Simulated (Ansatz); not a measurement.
**C₃H₈SSi: a ladder of functionals and wavefunction methods**

How much do the methods differ for C₃H₈SSi? The plan is to run it at one geometry with functionals of several rungs and with coupled cluster, and see how far each lands from CCSD(T) at the basis-set limit for the atomisation energy.

Program: Ansatz 0.2.0, Gaussian basis. Level of theory: functionals in def2-TZVPP, the program's frozen cores in correlated methods. These are calculated values, not measurements.

The runs, in order: PBE-D4, r2SCAN-D4, PBE0-D4, B3LYP-D4, ωB97X-V, ωB97M-V, B2PLYP; CCSD(T)/def2-TZVPP; MP2/def2-QZVPP; extrapolation to the limit.

## 1. The relaxed structure

The geometry comes from an earlier relaxation with PBE0-D4 in a triple-zeta def2 set; it is a stationary point, not always the lowest conformer.

SMILES `CS[SiH]1CC1`, 13 atoms, charge 0, spin multiplicity 1.

Atoms are counted from 1 here; the program's logs count them from 0.

Bond lengths: C1–S2 1.819 Å, C1–H6 1.089 Å, C1–H7 1.090 Å, C1–H8 1.090 Å, S2–Si3 2.109 Å, Si3–C4 1.841 Å, Si3–C5 1.846 Å, Si3–H9 1.480 Å, C4–C5 1.547 Å, C4–H10 1.085 Å, C4–H11 1.085 Å, C5–H12 1.085 Å, C5–H13 1.086 Å. Angles: S2–C1–H6 110.9°, S2–C1–H7 111.2°, S2–C1–H8 106.6°, H6–C1–H7 110.1°, H6–C1–H8 109.2°, H7–C1–H8 108.8°, C1–S2–Si3 100.4°, S2–Si3–C4 117.7°, S2–Si3–C5 120.4°, S2–Si3–H9 115.6°, C4–Si3–C5 49.6°, C4–Si3–H9 119.4°, C5–Si3–H9 118.2°, Si3–C4–C5 65.4°, Si3–C4–H10 119.3°, Si3–C4–H11 119.0°, C5–C4–H10 116.5°, C5–C4–H11 116.0° and more.

## 2. PBE-D4 (GGA)

File in.yaml:

```yaml
crystal:
  periodic: [false, false, false]
  atoms:
    - {symbol: C, position_ang: [-1.439946, 1.002240, 1.846722]}
    - {symbol: S, position_ang: [0.347676, 0.739187, 1.637336]}
    - {symbol: Si, position_ang: [0.342129, -0.714833, 0.110030]}
    - {symbol: C, position_ang: [1.670819, -0.625044, -1.161197]}
    - {symbol: C, position_ang: [0.267901, -0.208192, -1.663509]}
    - {symbol: H, position_ang: [-1.885072, 1.394235, 0.933067]}
    - {symbol: H, position_ang: [-1.941439, 0.080889, 2.141845]}
    - {symbol: H, position_ang: [-1.555214, 1.735417, 2.644889]}
    - {symbol: H, position_ang: [-0.217211, -2.032895, 0.485192]}
    - {symbol: H, position_ang: [2.077352, -1.544633, -1.569416]}
    - {symbol: H, position_ang: [2.408335, 0.167829, -1.095509]}
    - {symbol: H, position_ang: [0.144509, 0.841467, -1.908872]}
    - {symbol: H, position_ang: [-0.199439, -0.870468, -2.385778]}
basis:
  gaussian: {orbitals: def2-TZVPP}
hamiltonian: {xc: pbe, dispersion: d4}
output: {forces: true, orbitals: {seedname: orbitals}}
```

Command:

```sh
ansatz run in.yaml --threads 4 --pin off --events-out ev --progress --plain --max-ram 10444MiB
```

After this run come: r2SCAN-D4 (meta-GGA); PBE0-D4 (hybrid); B3LYP-D4 (hybrid); ωB97X-V (range-separated); ωB97M-V (range-separated); B2PLYP (double hybrid); CCSD(T) in def2-TZVPP; MP2 in def2-QZVPP.

**Question.** What will the summary of the whole plan be? Wanted: atomisation energy, CCSD(T)/CBS; farthest; mean size of error, hybrid; mean size of error, range-separated; gap, smallest and largest; T1 diagnostic; triples share of the correlation energy.

**Answer**, as computed:

| quantity | value |
| --- | --- |
| atomisation energy, CCSD(T)/CBS | 1139.8 kcal/mol |
| functionals within 5.7 kcal/mol (0.5 %) | B3LYP-D4 |
| farthest | PBE-D4 (+21.2 kcal/mol) |
| mean size of error, hybrid | 4.6 kcal/mol |
| mean size of error, range-separated | 5.9 kcal/mol |
| gap, smallest and largest | 4.62 eV (PBE-D4), 10.90 eV (ωB97X-V) |
| T1 diagnostic | 0.0109 |
| triples share of the correlation energy | 4.3 % |

In words: PBE-D4 is off by +21.2 kcal/mol. Double hybrids carry the basis error of their MP2 part in triple zeta, and no dispersion term here, so their miss is partly the set-up's. The reference freezes the cores and leaves out relativity and excitations past (T), so misses under about 5.7 kcal/mol can't be ranked. Hartree-Fock recovers 74 % of the binding; the rest is correlation. Orbital gaps span 4.6 to 10.9 eV; exact exchange widens them.
